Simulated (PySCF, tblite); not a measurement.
# C₇H₆F radical: geometry, infrared bands and EPR parameters

Wanted: the infrared bands and EPR parameters of C₇H₆F radical (`C#CC1=C(F)CC[CH]1`), by calculation.

Programs: tblite 0.8.0 and PySCF 2.14.0, with density-fitted response routines of our own. Each step states its level of theory. These are calculated values for one molecule in the gas phase, unless marked as measured. Atoms are numbered from 0 throughout.

## (1) The starting structure

14 atoms, charge 0, multiplicity 2; geometry from: force field or distance geometry start.

Bonds of the start (Å): C0–C1 1.21, C1–C2 1.40, C2–C3 1.35, C3–F4 1.33, C3–C5 1.50, C5–C6 1.53, C6–C7 1.50, C7–C2 1.43, C0–H8 1.06, C5–H9 1.09, C5–H10 1.09, C6–H11 1.10, C6–H12 1.09, C7–H13 1.08.

## (2) Relaxing the molecule with GFN2-xTB

The job: settings as JSON, then the geometry in Å.

```
{"job": {"kind": "relax", "xc": "GFN2-xTB", "basis": "xTB"}, "charge": 0, "multiplicity": 2}
C      3.334300     0.104600    -0.164900
C      2.122000     0.077500    -0.116900
C      0.727000     0.026700    -0.036100
C     -0.115700     1.022900    -0.384900
F      0.284600     2.211700    -0.830600
C     -1.554100     0.653200    -0.191500
C     -1.485300    -0.780700     0.341300
C     -0.019700    -1.103400     0.416700
H      4.393700     0.139700    -0.215100
H     -2.098800     0.700400    -1.132200
H     -2.036400     1.321200     0.527600
H     -1.948800    -0.859100     1.338200
H     -2.011200    -1.474500    -0.315300
H      0.407600    -2.040700     0.741600
```

Started as:

```sh
$ OMP_NUM_THREADS=1 python probes_run.py task.json out
```

This one command runs all jobs of the session in turn.

**Question.** This job is followed by: GFN2-xTB harmonic vibrations, gas phase; UKS B3LYP, pcH-1 on C F H, non-relativistic, mean-field spin-orbit, GIAO. What will the session give for the following? strongest single infrared mode (GFN2-xTB); zero-point energy (GFN2-xTB); g(iso) (B3LYP); ⟨S²⟩; largest a(iso) (averaged by class); surface potential, 1st and 99th percentile.

The runs gave:

| quantity | value |
| --- | --- |
| strongest single infrared mode (GFN2-xTB) | 1398 cm⁻¹, 89 km/mol |
| zero-point energy (GFN2-xTB) | 63.9 kcal/mol |
| g(iso) (B3LYP) | 2.00326 |
| ⟨S²⟩ | 0.782 (exact 0.75) |
| largest a(iso) (averaged by class) | 19F on F4, 92.4 MHz |
| surface potential, 1st and 99th percentile | -0.91 V and 1.34 V |

Relaxing lowered the energy by 0.095 eV in 15 steps; the close pair that moved most is C2–C7, from 1.428 to 1.385 Å. No mode is imaginary among the 36: a minimum at this level. The strongest single mode, at 1398 cm⁻¹, is spread over several atoms, C2, C3, C7 among them. GFN2-xTB is a fitted tight-binding method: band positions and strengths are rough. Its intensities can rank the bands wrongly. The largest spin populations lie on C7 (0.68 e), C3 (0.55 e). The isotropic g lies 0.9 ppt above the free-electron value.
